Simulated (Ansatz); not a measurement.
# BBrClH: basis-set convergence

An exercise on one series of results from a longer session: the logs are not shown, and one member is left open.

The runs use Ansatz 0.2.0, Gaussian basis; one geometry, several basis sets.

Levels to be run: PBE0-D4/def2-SVP; ωB97M-V/def2-SVP; PBE0-D4/def2-QZVPP; ωB97M-V/def2-QZVPP; the functionals' def2-TZVPP values are taken from earlier runs.

## Structure used throughout

All runs share one geometry, relaxed beforehand with PBE0-D4 in a triple-zeta def2 set.

SMILES `ClBBr`, 4 atoms, charge 0, spin multiplicity 1.

Atoms are counted from 1 here; the program's logs count them from 0.

Bond lengths: Cl1–B2 1.730 Å, B2–Br3 1.896 Å, B2–H4 1.186 Å. Angles: Cl1–B2–Br3 121.0°, Cl1–B2–H4 120.0°, Br3–B2–H4 119.0°.

Set-up of the first run:

File in.yaml:

```yaml
crystal:
  periodic: [false, false, false]
  atoms:
    - {symbol: Cl, position_ang: [-1.581079, -0.566028, 0.167516]}
    - {symbol: B, position_ang: [-0.009721, 0.106317, -0.098023]}
    - {symbol: Br, position_ang: [1.529347, -0.664773, 0.696093]}
    - {symbol: H, position_ang: [0.116853, 1.064283, -0.785887]}
basis:
  gaussian: {orbitals: def2-SVP}
hamiltonian: {xc: pbe0, dispersion: d4}
output: {orbitals: {seedname: orbitals}}
```

Steps of the session up to this table: PBE0-D4 in def2-SVP; ωB97M-V in def2-SVP; PBE0-D4 in def2-QZVPP; ωB97M-V in def2-QZVPP.

One table of the session follows, with a row left open; its other results are not shown here.

| functional | basis | HOMO (eV) | LUMO (eV) |
| --- | --- | --- | --- |
| PBE0-D4 | def2-SVP | ? | ? |
| PBE0-D4 | def2-TZVPP | -8.65 | -1.89 |
| PBE0-D4 | def2-QZVPP | -8.67 | -1.93 |
| ωB97M-V | def2-SVP | -10.72 | 0.41 |
| ωB97M-V | def2-TZVPP | -10.87 | 0.17 |
| ωB97M-V | def2-QZVPP | -10.89 | 0.11 |

**Question.** Estimate the row for PBE0-D4, def2-SVP.

**Answer.** HOMO (eV): -8.53; LUMO (eV): -1.72. In the column «HOMO (eV)» it is the highest.
